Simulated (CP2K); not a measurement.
The system is HPbNO4.

```
CELL_PARAMETERS angstrom
4.27531 0.00000 0.00000
-2.08455 5.20776 0.00000
-2.11628 -1.90928 4.90140
ATOMIC_POSITIONS crystal
H 0.99073 0.03330 0.90994
Pb 0.50274 0.81989 0.14287
N 0.00838 0.47408 0.50265
O 0.99816 0.92741 0.02877
O 0.19467 0.73435 0.60852
O 0.81673 0.35882 0.24556
O 0.01381 0.33121 0.65217
```

The cell was built by a generator and needn't be a form met in nature.

Base run:

* Program: CP2K 2026.2
* Functional: RPBE
* Potentials or basis: POTENTIAL_UZH H GTH-PBE-q1, Pb GTH-PBE-q4, N GTH-PBE-q5, O GTH-PBE-q6; TZVP-MOLOPT-PBE-GTH basis
* Density cutoff: 13606 eV
* k mesh: 8 × 6 × 6
* Occupations: fermi-dirac, width 0.05 eV
* Spin: no spin polarisation

Its results: band gap on the k mesh 2.83 eV, indirect (least direct gap 3.17 eV); pressure 2.9 GPa.

Q: After a change of settings the same cell gave: band gap on the k mesh 2.94 eV, indirect (least direct gap 3.19 eV); pressure 1.2 GPa. Which change was it?
A. functional from RPBE to LDA
B. functional from RPBE to PBEsol
C. functional from RPBE to r2SCAN
D. functional from RPBE to vdW-DF-cx

A: D.

Caveats: the potentials were made for another functional, which shifts forces and pressure; spin-orbit coupling is left out, which as a rule narrows the gap of such compounds by several tenths of an eV; the basis of atomic orbitals isn't converged, which shifts pressures, moduli and gaps.

Runs at the PBE level aren't shown here.
